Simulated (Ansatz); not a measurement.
**BFH₇NSi₂: a ladder of functionals and wavefunction methods**

Aim: compute BFH₇NSi₂ with functionals from several rungs and with coupled cluster. The yardstick is the atomisation energy at the CCSD(T) limit.

Computed with Ansatz 0.2.0, Gaussian basis. Level: functionals in def2-TZVPP, the program's frozen cores in correlated methods.

Levels to be run: LDA (SPW92), PBE-D4, revPBE-D4, BLYP-D4, r2SCAN-D4, B97M-V, PBE0-D4, B3LYP-D4, r2SCANh-D4, r2SCAN0-D4, HSE06-D4, BHLYP-D4, CAM-B3LYP-D4, LC-ωPBE, ωB97X-V, ωB97M-V, B2PLYP, PBE-QIDH; CCSD(T)/def2-SVP; CCSD(T)/def2-TZVPP; MP2/def2-QZVPP; extrapolation to the limit; RPA on PBE.

## (1) Structure used throughout

The geometry comes from an earlier relaxation with PBE0-D4 in a triple-zeta def2 set; it is a stationary point, not always the lowest conformer.

SMILES `B[SiH2][SiH](N)F`, 12 atoms, charge 0, spin multiplicity 1.

Atoms are counted from 1 here; the program's logs count them from 0.

Bond lengths: B1–Si2 1.986 Å, B1–H6 1.197 Å, B1–H7 1.194 Å, Si2–Si3 2.357 Å, Si2–H8 1.489 Å, Si2–H9 1.488 Å, Si3–N4 1.699 Å, Si3–F5 1.611 Å, Si3–H10 1.484 Å, N4–H11 1.007 Å, N4–H12 1.006 Å. Angles: Si2–B1–H6 120.2°, Si2–B1–H7 121.8°, H6–B1–H7 117.7°, B1–Si2–Si3 100.6°, B1–Si2–H8 114.6°, B1–Si2–H9 115.6°, Si3–Si2–H8 106.8°, Si3–Si2–H9 108.7°, H8–Si2–H9 109.6°, Si2–Si3–N4 108.5°, Si2–Si3–F5 106.4°, Si2–Si3–H10 115.7°, N4–Si3–F5 114.1°, N4–Si3–H10 107.2°, F5–Si3–H10 105.2°, Si3–N4–H11 122.3°, Si3–N4–H12 122.8°, H11–N4–H12 112.2°.

## (2) LDA

This LDA is Slater exchange with PW92 correlation.

Input file in.yaml:

```yaml
crystal:
  periodic: [false, false, false]
  atoms:
    - {symbol: B, position_ang: [-0.971421, 1.150860, 1.448145]}
    - {symbol: Si, position_ang: [-0.976532, 0.949821, -0.527679]}
    - {symbol: Si, position_ang: [0.953580, -0.366879, -0.835736]}
    - {symbol: N, position_ang: [0.758148, -1.819678, 0.022227]}
    - {symbol: F, position_ang: [2.198444, 0.526858, -0.339597]}
    - {symbol: H, position_ang: [-1.369402, 0.261758, 2.144602]}
    - {symbol: H, position_ang: [-0.471331, 2.094412, 1.982909]}
    - {symbol: H, position_ang: [-2.122102, 0.167425, -1.069392]}
    - {symbol: H, position_ang: [-0.821808, 2.210625, -1.302549]}
    - {symbol: H, position_ang: [1.269282, -0.726004, -2.240429]}
    - {symbol: H, position_ang: [1.305004, -2.640789, -0.177552]}
    - {symbol: H, position_ang: [0.325236, -1.863607, 0.929050]}
basis:
  gaussian: {orbitals: def2-TZVPP}
hamiltonian: {xc: lda}
output: {orbitals: {seedname: orbitals}}
```

The run is started by

```sh
$ ansatz run in.yaml --threads 4 --pin off --events-out ev --progress --plain --max-ram 10444MiB
```

The runs that follow: PBE-D4 (GGA); revPBE-D4 (GGA); BLYP-D4 (GGA); r2SCAN-D4 (meta-GGA); B97M-V (meta-GGA); PBE0-D4 (hybrid); B3LYP-D4 (hybrid); r2SCANh-D4 (hybrid); r2SCAN0-D4 (hybrid); HSE06-D4 (hybrid); BHLYP-D4 (hybrid); CAM-B3LYP-D4 (range-separated); LC-ωPBE (range-separated); ωB97X-V (range-separated); ωB97M-V (range-separated); B2PLYP (double hybrid); PBE-QIDH (double hybrid); CCSD(T) in def2-SVP; CCSD(T) in def2-TZVPP; MP2 in def2-QZVPP; RPA on PBE orbitals.

Q: Predict the results of all the runs planned. Wanted: atomisation energy, CCSD(T)/CBS; farthest beyond LDA; mean size of error, GGA; mean size of error, meta-GGA; mean size of error, hybrid; mean size of error, range-separated; mean size of error, double hybrid; gap, smallest and largest; T1 diagnostic.

**Answer**, as computed:

| quantity | value |
| --- | --- |
| atomisation energy, CCSD(T)/CBS | 4006.4 kJ/mol |
| functionals within 20.0 kJ/mol (0.5 %) | BLYP-D4, r2SCAN-D4, B3LYP-D4, r2SCANh-D4, ωB97M-V |
| farthest beyond LDA | BHLYP-D4 (-72.4 kJ/mol) |
| mean size of error, GGA | 31.4 kJ/mol |
| mean size of error, meta-GGA | 12.4 kJ/mol |
| mean size of error, hybrid | 33.8 kJ/mol |
| mean size of error, range-separated | 23.9 kJ/mol |
| mean size of error, double hybrid | 48.4 kJ/mol |
| gap, smallest and largest | 3.06 eV (LDA (SPW92)), 10.04 eV (LC-ωPBE) |
| T1 diagnostic | 0.0137 |
| triples share of the correlation energy | 3.3 % |

LDA overbinds by 492.6 kJ/mol (12 %). PBE-D4 misses by +20.7 kJ/mol. Double hybrids carry the basis error of their MP2 part in triple zeta, and no dispersion term here, so their miss is partly the set-up's. By mean error the best rung here is meta-GGA (12.4 kJ/mol) and the worst beyond LDA is double hybrid (48.4 kJ/mol). Misses under about 20.0 kJ/mol are within the doubt on the reference itself, which lacks core-valence correlation, relativity and higher excitations. Hartree-Fock recovers 74 % of the binding; the rest is correlation. CCSD(T) in def2-SVP is off by -304.7 kJ/mol, so the small basis spoils what the method gains. The gap grows from 3.1 to 10.0 eV across the functionals, mostly with the share of exact exchange.
